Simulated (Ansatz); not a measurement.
# CH5BOSe: harmonic frequencies at the relaxed geometry

At which frequencies does CH5BOSe vibrate? Aim: harmonic frequencies at the relaxed geometry, for CH5BOSe, run from a script. SMILES: CB(O)[SeH].

Program: Ansatz 0.2.0, driven from Python. Level of theory: r2SCAN/def2-SVP. These are calculated values, not measurements.

### Step 1. Starting point

Bond lengths: C1–B2 1.563 Å, B2–O3 1.438 Å, B2–Se4 1.941 Å, C1–H5 1.125 Å, C1–H6 1.160 Å, C1–H7 1.087 Å, O3–H8 1.038 Å, Se4–H9 1.553 Å. Angles: C1–B2–O3 118.4°, C1–B2–Se4 122.2°, O3–B2–Se4 119.4°, B2–C1–H5 110.0°, B2–C1–H6 109.1°, B2–C1–H7 114.6°, H5–C1–H6 103.0°, H5–C1–H7 109.5°, H6–C1–H7 109.9°, B2–O3–H8 105.0°, B2–Se4–H9 94.4°.

The script holds or builds the structure itself.

### Step 2. The code

The input, freq_ch5bose.py:

```python
'''Harmonic frequencies of CH5BOSe at its relaxed geometry.'''

import itertools

import ansatz as az
from ase.data import atomic_numbers, covalent_radii
import numpy as np


def main() -> None:
    geometry_ang = [
        ('C', (0.3407, 0.7193, -0.8539)),
        ('B', (-0.1641, -0.5027, -0.0202)),
        ('O', (0.706, -1.6382, 0.1246)),
        ('Se', (-1.9064, -0.5227, 0.8342)),
        ('H', (0.2845, 1.6576, -0.2356)),
        ('H', (-0.4087, 0.9276, -1.7143)),
        ('H', (1.3443, 0.6093, -1.2564)),
        ('H', (1.294, -1.4218, 0.9526)),
        ('H', (-1.4018, 0.1252, 2.1519)),
    ]
    molecule = az.Crystal.molecule()
    for symbol, xyz in geometry_ang:
        molecule = molecule.atom(symbol, xyz)

    job = molecule.calculation().basis(gaussian='def2-SVP').functional('r2scan')
    symbols = [site.symbol for site in molecule.cartesian_sites]
    start = np.array([site.position_ang for site in molecule.cartesian_sites], dtype=float)
    def progress(event):
        if event['event'] == 'relax_step':
            row = event['data']
            print(f'step {row["step"]:3d}  E = {row["lagrangian_ev"]:.6f} eV  largest force component {row["allowed_force_max_ev_ang"]:.4f} eV/A')


    report = job.relax(force_tolerance=0.003).session().plan().execute(on_event=progress).report
    end = np.array(report['positions_ang'])

    # pairs closer than 1.2 times the sum of covalent radii, before or after
    radius = [covalent_radii[atomic_numbers[s]] for s in symbols]
    span = lambda where, i, j: np.linalg.norm(where[i] - where[j])
    bonded = [(i, j) for i, j in itertools.combinations(range(len(symbols)), 2) if min(span(start, i, j), span(end, i, j)) < 1.2 * (radius[i] + radius[j])]
    print('pair        before    after (A)')
    for i, j in bonded:
        print(f'{symbols[i]}{i}-{symbols[j]}{j}'.ljust(10), f'{span(start, i, j):8.4f} {span(end, i, j):8.4f}')
    for first, second in list(itertools.combinations(bonded, 2)):
        shared = set(first) & set(second)
        if shared and symbols[(j := shared.pop())] != 'H':
            i, k = sorted((set(first) | set(second)) - {j})
            u, v = end[i] - end[j], end[k] - end[j]
            angle = np.degrees(np.arccos(np.clip(u @ v / np.linalg.norm(u) / np.linalg.norm(v), -1, 1)))
            print(f'final angle {symbols[i]}{i}-{symbols[j]}{j}-{symbols[k]}{k}: {angle:.2f} deg')

    # frequencies need a stationary point, so they are taken at the relaxed geometry
    minimum = az.Crystal.molecule()
    for symbol, place in zip(symbols, end):
        minimum = minimum.atom(symbol, place.tolist())
    vibrating = (
        minimum.calculation()
        .basis(gaussian='def2-SVP')
        .functional('r2scan')
        .phonons(temperatures=(100, 500, 100))
    )
    vib = vibrating.run().report['vibrations']
    sums = vib['harmonic_sums']
    modes = [m['omega_inv_cm'] for m in sums['modes_at_gamma'] if m['rigid_motion'] == 'no']
    for number, w in enumerate(modes, start=1):
        print(f'mode {number:2d} {w:9.1f} 1/cm {w / 8065.544 * 1000:8.2f} meV')
    print('imaginary modes:', sum(w < 0 for w in modes), ' zero-point energy:', round(sums['zero_point_energy_ev'], 4), 'eV')
    print('T (K)   F_vib (eV)   S_vib (meV/K)   C_vib (meV/K)')
    for row in zip(sums['temperatures_k'], sums['vibrational_free_energy_ev'], vib['entropy_ev_per_k'], vib['heat_capacity_ev_per_k']):
        print(f'{row[0]:6.1f} {row[1]:11.4f} {1000 * row[2]:13.4f} {1000 * row[3]:15.4f}')


if __name__ == '__main__':
    main()
```

### Step 3. The input behind the calls

The engine receives this input (first run):

```yaml
crystal:
  periodic: [false, false, false]
  atoms:
    - { symbol: C, position_ang: [0.3407, 0.7193, -0.8539] }
    - { symbol: B, position_ang: [-0.1641, -0.5027, -0.0202] }
    - { symbol: O, position_ang: [0.706, -1.6382, 0.1246] }
    - { symbol: Se, position_ang: [-1.9064, -0.5227, 0.8342] }
    - { symbol: H, position_ang: [0.2845, 1.6576, -0.2356] }
    - { symbol: H, position_ang: [-0.4087, 0.9276, -1.7143] }
    - { symbol: H, position_ang: [1.3443, 0.6093, -1.2564] }
    - { symbol: H, position_ang: [1.294, -1.4218, 0.9526] }
    - { symbol: H, position_ang: [-1.4018, 0.1252, 2.1519] }
basis:
  gaussian:
    orbitals: def2-SVP
hamiltonian:
  xc: r2scan
relax:
  f_tol: 0.003
```

### Step 4. Running it

The run is started by

```console
> python freq_ch5bose.py
```

Q: Predict the main results. Wanted: moves of the relaxation of run 1; energy gained in run 1; last largest force component of run 1; highest frequency; imaginary modes; zero-point energy.

**Answer**, as computed:

| quantity | value |
| --- | --- |
| runs compared | 2 |
| moves of the relaxation of run 1 | 32 |
| energy gained in run 1 | 1.452 eV |
| last largest force component of run 1 | 0.0026 eV/Å |
| highest frequency | 3829 cm⁻¹ |
| imaginary modes | 0 |
| zero-point energy | 1.738 eV |

**Reading.** Run 1: The relaxation took 32 moves; the largest shift is 1.321 Å, of atom 9 (H). So large a move can change the bonding: the results belong to the relaxed structure. All frequencies are real, so the geometry is a minimum. The values are harmonic; measured fundamentals also hold anharmonic shifts, mostly downward for stretches. Reading the output:
- The frequencies are harmonic and unscaled, in a modest basis.
- The result belongs to the one conformer reached from this start, and soft torsions count as harmonic oscillators.
